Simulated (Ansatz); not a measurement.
# Si4O7: the cost of one run

Program: Ansatz 0.2.0. Level of theory: DFT PBE, scalar-relativistic, plane waves, PAW. These are calculated values, not measurements.

## (1) The structure to begin with

The cell holds 22 atoms (O14Si8): a = 7.085 Å, b = 6.974 Å, c = 7.133 Å, α = 90.58°, β = 88.43°, γ = 88.92°.

It is the last frame of an earlier stage of the same melt, run at 2880 K.

Its coordinates follow in the input file.

## (2) Dynamics at 1600 K

One k point, a Fermi-Dirac width of 0.138 eV and a fixed cell.

File input.yaml:

```yaml
crystal:
  lattice:
    - [7.084207, 0.066361, 0.097276]
    - [0.066361, 6.97409, -0.035855]
    - [0.097276, -0.035855, 7.132386]
  atoms:
    - { symbol: Si, position: [0.5044477768, 0.1319570901, 0.1100104451] }
    - { symbol: Si, position: [0.5590648341, 0.2088107868, 0.5348077685] }
    - { symbol: Si, position: [0.5685073152, 0.7377543872, 0.990557039] }
    - { symbol: Si, position: [0.3745251213, 0.3866239754, 0.7871704416] }
    - { symbol: Si, position: [0.1116857619, 0.6789204285, 0.60718393] }
    - { symbol: Si, position: [0.179320452, 0.8785409625, 0.2522426751] }
    - { symbol: Si, position: [0.9733723251, 0.029135555, 0.9149478185] }
    - { symbol: Si, position: [0.9577739315, 0.5907301379, 0.2061835306] }
    - { symbol: O, position: [0.2068196392, 0.8661946501, 0.4943586291] }
    - { symbol: O, position: [0.3478216164, 0.1807626396, 0.6180588045] }
    - { symbol: O, position: [0.7412112917, 0.6356418161, 0.1328581584] }
    - { symbol: O, position: [0.5280684367, 0.236353255, 0.3054706715] }
    - { symbol: O, position: [0.1280497846, 0.7172557783, 0.1068151127] }
    - { symbol: O, position: [0.145010294, 0.50414543, 0.7658434109] }
    - { symbol: O, position: [0.9055196484, 0.8100876201, 0.8336127334] }
    - { symbol: O, position: [0.6827824131, 0.983750205, 0.0283986166] }
    - { symbol: O, position: [0.4005709581, 0.2431304177, 0.9532975161] }
    - { symbol: O, position: [0.0525530781, 0.0688639877, 0.1397586637] }
    - { symbol: O, position: [0.5158292398, 0.4606489539, 0.6506745035] }
    - { symbol: O, position: [0.3756233293, 0.9392881404, 0.1946444848] }
    - { symbol: O, position: [0.9698019897, 0.5992983944, 0.4361901444] }
    - { symbol: O, position: [0.711430445, 0.0484901252, 0.5496982746] }
  symmetry: { detect: false }
basis:
  ecutwfc: 420
  xc_grid: 1
kpoints:
  mp_grid: { grid: [1, 1, 1], shift: [0.25, 0.25, 0.25] }
hamiltonian:
  xc: pbe
scf:
  occupations: { method: fermi_dirac, width: 0.1379 }
  lower_state_search: "off"
  convergence: { dr2_threshold: 1.0e-05 }
output:
  forces: true
  stress: true
md:
  timestep: 2.0
  n_steps: 157
  ensemble: nvt_langevin
  friction: 0.03
  temperature: 1600.0
  initial_velocities: maxwell_boltzmann
  seed: 87097
```

Command:

```
> ansatz run input.yaml --threads 2 --pin off --max-ram 5120MiB --backend cpu --events-out ev --progress --plain --runs-dir out
```

What time and memory should one allow on 2 threads of Arm Neoverse V2, shared host?

About 3.9 min, with a peak of 0.44 GiB.
